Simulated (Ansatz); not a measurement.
# CHBBrFO: small, medium and large basis sets

How large a basis does CHBBrFO need? Two functionals are run in growing sets.

Program: Ansatz 0.2.0, Gaussian basis. Level of theory: one geometry, several basis sets. These are calculated values, not measurements.

Levels to be run: PBE0-D4/def2-SVP; ωB97M-V/def2-SVP; PBE0-D4/def2-QZVPP; ωB97M-V/def2-QZVPP; the functionals' def2-TZVPP values are taken from earlier runs.

## 1. The geometry

All runs share one geometry, relaxed beforehand with PBE0-D4 in a triple-zeta def2 set.

SMILES `FC1(Br)BO1`, 6 atoms, charge 0, spin multiplicity 1.

Atoms are counted from 1 here; the program's logs count them from 0.

Bond lengths: F1–C2 1.337 Å, C2–Br3 1.908 Å, C2–B4 1.504 Å, C2–O5 1.433 Å, B4–O5 1.346 Å, B4–H6 1.180 Å. Angles: F1–C2–Br3 110.1°, F1–C2–B4 123.6°, F1–C2–O5 112.5°, Br3–C2–B4 125.3°, Br3–C2–O5 114.6°, B4–C2–O5 54.5°, C2–B4–O5 60.1°, C2–B4–H6 161.8°, O5–B4–H6 138.1°, C2–O5–B4 65.4°.

As a file:

```mol
CHBBrFO
  3D, bonds by distance, orders not assigned

  6  6  0  0  0  0  0  0  0  0999 V2000
    1.6496   -0.2848    0.4824 F   0  0
    0.3532   -0.3731    0.1691 C   0  0
   -0.2749   -2.1508    0.4643 Br  0  0
   -0.4051    0.7087   -0.5496 B   0  0
   -0.4332    0.6490    0.7950 O   0  0
   -0.8474    1.3871   -1.4074 H   0  0
  1  2  8  0
  2  3  8  0
  2  4  8  0
  4  5  8  0
  4  6  8  0
  2  5  8  0
M  END
```

## 2. PBE0-D4 in def2-SVP

File in.yaml:

```yaml
crystal:
  periodic: [false, false, false]
  atoms:
    - {symbol: F, position_ang: [1.649648, -0.284792, 0.482448]}
    - {symbol: C, position_ang: [0.353154, -0.373067, 0.169070]}
    - {symbol: Br, position_ang: [-0.274949, -2.150803, 0.464286]}
    - {symbol: B, position_ang: [-0.405137, 0.708652, -0.549555]}
    - {symbol: O, position_ang: [-0.433220, 0.648981, 0.794967]}
    - {symbol: H, position_ang: [-0.847396, 1.387130, -1.407416]}
basis:
  gaussian: {orbitals: def2-SVP}
hamiltonian: {xc: pbe0, dispersion: d4}
output: {orbitals: {seedname: orbitals}}
```

On the command line:

```sh
ansatz run in.yaml --threads 2 --pin off --events-out ev --progress --plain --max-ram 4352MiB
```

The log of the run:

```text
Functional definition: PBE0
  name "PBE0"
  cite "Adamo & Barone, J. Chem. Phys. 110, 6158 (1999) doi:10.1063/1.478522"
  cite "Perdew, Burke & Ernzerhof, Phys. Rev. Lett. 77, 3865 (1996) doi:10.1103/PhysRevLett.77.3865"
  parent pbe
  parameter a = 0.25
  parameter kappa = 0.804
  parameter beta = 0.06672455060314922
  exchange = (1 - a)*pbe_x(kappa = kappa, mu = beta*pi^2/3) + a*exact_x
  correlation = pbe_c(beta = beta)
902 factors; integrals over basis functions are off by at most 8.7e-4 eV
mean field evaluation 1: about -76508.0443 eV, gradient 3.7e1 eV
mean field evaluation 2: about -76503.0690 eV, gradient 6.4e1 eV
mean field evaluation 4: about -76510.4382 eV, gradient 2.8e0 eV
mean field evaluation 8: about -76510.5833 eV, gradient 2.0e-1 eV
mean field evaluation 16: about -76510.5834 eV, gradient 4.7e-5 eV
mean field -76510.58343247 eV, -2811.7120804072 hartree, gradient 4.7e-5 eV, S^2 0.000000; 0 other end points of the search recorded, 0 dependent functions left out
reference -76510.58345302 eV, -2811.7120811622 hartree; 32, 32 occupied and 61, 61 virtual orbitals, 902 factors
Total energy: -76510.69267963 eV, -2811.7160951663 hartree
```

It took 1.6 s on 2 threads of Arm Neoverse V1, shared host.

## 3. ωB97M-V in def2-SVP

in.yaml, as its differences from that of step 2:

```diff
@@ -11,3 +11,3 @@
   gaussian: {orbitals: def2-SVP}
-hamiltonian: {xc: pbe0, dispersion: d4}
+hamiltonian: {xc: {name: wB97M-V}}
 output: {orbitals: {seedname: orbitals}}
```

Launched as before.

The log of the run, shortened:

```text
Functional definition: wB97M-V
  name "wB97M-V"
  cite "Mardirossian & Head-Gordon, J. Chem. Phys. 144, 214110 (2016) doi:10.1063/1.4952647"
  cite "Becke, J. Chem. Phys. 107, 8554 (1997) doi:10.1063/1.475007"
  cite "Vydrov & Van Voorhis, J. Chem. Phys. 133, 244103 (2010) doi:10.1063/1.3521275"
  # Of w^i u^j: cxij and so on, Table III.
[...]
  gx(w, u) = 1 - cx + cx01*u + cx10*w
  gss(w, u) = css00 + css04*u^4 + css10*w + css20*w^2 + css43*w^4*u^3
  gos(w, u) = cos00 + cos10*w + (cos20 + cos21*u)*w^2 + (cos60 + cos61*u)*w^6
[...]
      + integral(e_c_pw_mod_opposite_spin*gos(b97_w_opposite, b97_u_opposite)) + vv10(b, c)
902 factors; integrals over basis functions are off by at most 8.7e-4 eV
189 factors; integrals over basis functions are off by at most 1.1e-5 eV
[...]
mean field -76519.86783222 eV, -2812.0532758049 hartree, gradient 8.2e-5 eV, S^2 0.000000; 0 other end points of the search recorded, 0 dependent functions left out
reference -76519.86786342 eV, -2812.0532769513 hartree; 32, 32 occupied and 61, 61 virtual orbitals, 902 factors
Total energy: -76519.86786342 eV, -2812.0532769513 hartree
```

Run time: 7 s. Hardware: 2 threads of Arm Neoverse V1, shared host; peak memory 0.26 GiB.

## 4. PBE0-D4 in def2-QZVPP

in.yaml, as its differences from that of step 3:

```diff
@@ -10,4 +10,4 @@
 basis:
-  gaussian: {orbitals: def2-SVP}
-hamiltonian: {xc: {name: wB97M-V}}
+  gaussian: {orbitals: "def2-QZVPP.json"}
+hamiltonian: {xc: pbe0, dispersion: d4}
 output: {orbitals: {seedname: orbitals}}
```

Same command.

The log of the run:

```text
Functional definition: PBE0
  name "PBE0"
  cite "Adamo & Barone, J. Chem. Phys. 110, 6158 (1999) doi:10.1063/1.478522"
  cite "Perdew, Burke & Ernzerhof, Phys. Rev. Lett. 77, 3865 (1996) doi:10.1103/PhysRevLett.77.3865"
  parent pbe
  parameter a = 0.25
  parameter kappa = 0.804
  parameter beta = 0.06672455060314922
  exchange = (1 - a)*pbe_x(kappa = kappa, mu = beta*pi^2/3) + a*exact_x
  correlation = pbe_c(beta = beta)
1342 factors; their error is unknown
mean field evaluation 1: about -76524.4572 eV, gradient 4.8e1 eV
mean field evaluation 2: about -76516.3619 eV, gradient 8.1e1 eV
mean field evaluation 4: about -76528.3125 eV, gradient 4.8e0 eV
mean field evaluation 8: about -76528.3489 eV, gradient 2.8e-1 eV
mean field evaluation 16: about -76528.5303 eV, gradient 1.0e-4 eV
mean field -76528.53028116 eV, -2812.3716149317 hartree, gradient 3.1e-5 eV, S^2 0.000000; 0 other end points of the search recorded, 0 dependent functions left out
reference -76528.53031138 eV, -2812.3716160423 hartree; 32, 32 occupied and 315, 315 virtual orbitals, 1342 factors
Total energy: -76528.63953800 eV, -2812.3756300464 hartree
```

Wall time 11 s (2 threads of Arm Neoverse V1, shared host); peak memory 1 GiB.

## 5. ωB97M-V in def2-QZVPP

in.yaml, as its differences from that of step 4:

```diff
@@ -11,3 +11,3 @@
   gaussian: {orbitals: "def2-QZVPP.json"}
-hamiltonian: {xc: pbe0, dispersion: d4}
+hamiltonian: {xc: {name: wB97M-V}}
 output: {orbitals: {seedname: orbitals}}
```

Same command.

The log of the run, shortened:

```text
Functional definition: wB97M-V
  name "wB97M-V"
  cite "Mardirossian & Head-Gordon, J. Chem. Phys. 144, 214110 (2016) doi:10.1063/1.4952647"
  cite "Becke, J. Chem. Phys. 107, 8554 (1997) doi:10.1063/1.475007"
  cite "Vydrov & Van Voorhis, J. Chem. Phys. 133, 244103 (2010) doi:10.1063/1.3521275"
  # Of w^i u^j: cxij and so on, Table III.
[...]
  gx(w, u) = 1 - cx + cx01*u + cx10*w
  gss(w, u) = css00 + css04*u^4 + css10*w + css20*w^2 + css43*w^4*u^3
  gos(w, u) = cos00 + cos10*w + (cos20 + cos21*u)*w^2 + (cos60 + cos61*u)*w^6
[...]
      + integral(e_c_pw_mod_opposite_spin*gos(b97_w_opposite, b97_u_opposite)) + vv10(b, c)
1311 factors; their error is unknown
244 factors; integrals over basis functions are off by at most 2.8e-5 eV
[...]
mean field -76537.86385751 eV, -2812.7146175359 hartree, gradient 7.6e-5 eV, S^2 0.000000; 0 other end points of the search recorded, 0 dependent functions left out
reference -76537.86390696 eV, -2812.7146193534 hartree; 32, 32 occupied and 315, 315 virtual orbitals, 1311 factors
Total energy: -76537.86390696 eV, -2812.7146193534 hartree
```

Run time: 26 s. Hardware: 2 threads of Arm Neoverse V1, shared host; peak memory 1.1 GiB.

## 6. Functionals by basis

The def2-TZVPP values come from earlier runs at the same geometry.

```
functional       basis  functions  energy (eV)  from the largest (eV)  HOMO (eV)  LUMO (eV)
   PBE0-D4    def2-SVP         93  -76510.6927                 17.947      -8.07      -1.30
   PBE0-D4  def2-TZVPP        186  -76526.8643                  1.775      -8.17      -1.48
   PBE0-D4  def2-QZVPP        347  -76528.6395                  0.000      -8.19      -1.53
   ωB97M-V    def2-SVP         93  -76519.8679                 17.996     -10.28       0.89
   ωB97M-V  def2-TZVPP        186  -76536.1643                  1.700     -10.40       0.57
   ωB97M-V  def2-QZVPP        347  -76537.8639                  0.000     -10.42       0.46
```

## 7. What came out

```
                                       quantity           value
PBE0-D4: double and triple zeta above quadruple  17.95, 1.78 eV
ωB97M-V: double and triple zeta above quadruple  18.00, 1.70 eV
```

In words: For PBE0-D4 the step from double to triple zeta gains 16.17 eV and the next only 1.78 eV. Total energies overstate the basis error of differences, where much of it tends to cancel.

For PBE0-D4 the largest set took about 7 times as long as the smallest (11 s against 1.6 s).
